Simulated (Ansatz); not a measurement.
# AlGa₂H (quintet): from Hartree-Fock to the top rungs, cc-pVDZ

One table from this session's results is given with a row withheld; the runs are named, their logs left out.

Computed with Ansatz 0.2.0, Gaussian basis. Level: cc-pVDZ, core rule «outside noble gas», up to 33 orbitals frozen.

The runs, in order: UHF; CCSD(T) on ROHF; CCSD(T) on UHF; BCCD(T) on ROHF; CISD; CCSDT(Q) on ROHF; CCSDT(Q) on UHF.

31 further runs of the same task are left out: 2 for a known fault of the program, 17 that didn't finish, 12 set aside as unsound or not needed.

### The geometry

The geometry is a PBE0/def2-TZVP stationary point (not a proven minimum) of the parent state, kept for this charge and spin. No spin-orbit coupling is included. The filled d shell of Ga may be among the frozen orbitals whatever the setting's name suggests; the logs give the count.

4 atoms, charge 0, spin multiplicity 5.

Atoms are counted from 1 here; the program's logs count them from 0.

Bond lengths: Ga1–Al2 2.555 Å, Al2–Ga3 2.555 Å, Al2–H4 1.846 Å. Angles: Ga1–Al2–Ga3 72.4°, Ga1–Al2–H4 52.9°, Ga3–Al2–H4 52.9°.

The first run:

in.yaml

```yaml
crystal:
  periodic: [false, false, false]
  atoms:
    - {symbol: Ga, position_ang: [-0.004403, 0.336351, 1.508986]}
    - {symbol: Al, position_ang: [-0.022649, -1.725034, 0.000000]}
    - {symbol: Ga, position_ang: [-0.004403, 0.336351, -1.508986]}
    - {symbol: H, position_ang: [1.215461, -0.355847, 0.000000]}
basis:
  gaussian: {orbitals: cc-pVDZ}
magnetization: {spin_polarized: true, initial_magnetization: 4}
hamiltonian: {xc: hf}
output: {orbitals: {seedname: orbitals}}
```

Launch:

```
> ansatz run in.yaml --threads 1 --pin off --events-out ev --progress --plain --max-ram 2393MiB
```

Among the steps run: UHF; CCSD(T) on ROHF; CCSD(T) on UHF; BCCD(T) on ROHF; CISD; CCSDT(Q) on ROHF; CCSDT(Q) on UHF.

One of the session's tables, all rows but one given; the rest of the session is left out.

| method | from UCCSDT(Q) (kcal/mol) |
| --- | --- |
| ROHF | +116.50 |
| UHF | +109.53 |
| RMP2 | +27.06 |
| UMP2 | +28.57 |
| RCCSD | ? |
| UCCSD | +6.60 |
| RCCSD(T) | +1.79 |
| UCCSD(T) | +1.59 |
| BCCD(T) | +1.80 |
| RCCSDT | +0.67 |
| UCCSDT | +0.38 |
| RCCSDT(Q) | +0.28 |
| UCCSDT(Q) | 0 |

Q: Estimate the row for RCCSD from the others.

**Answer.** from UCCSDT(Q) (kcal/mol): +7.06. In the column «from UCCSDT(Q) (kcal/mol)» it lies between UCCSD (+6.60) and RMP2 (+27.06).

Not comparable, so not listed: CISD (they don't share determinant, frozen orbitals or solution with the rows shown, or repeat one).

Caveats from the session: Restricted and unrestricted rows rest on different reference determinants; where their highest levels disagree by more than a few hundredths of an eV, they describe different states and don't form one ladder.
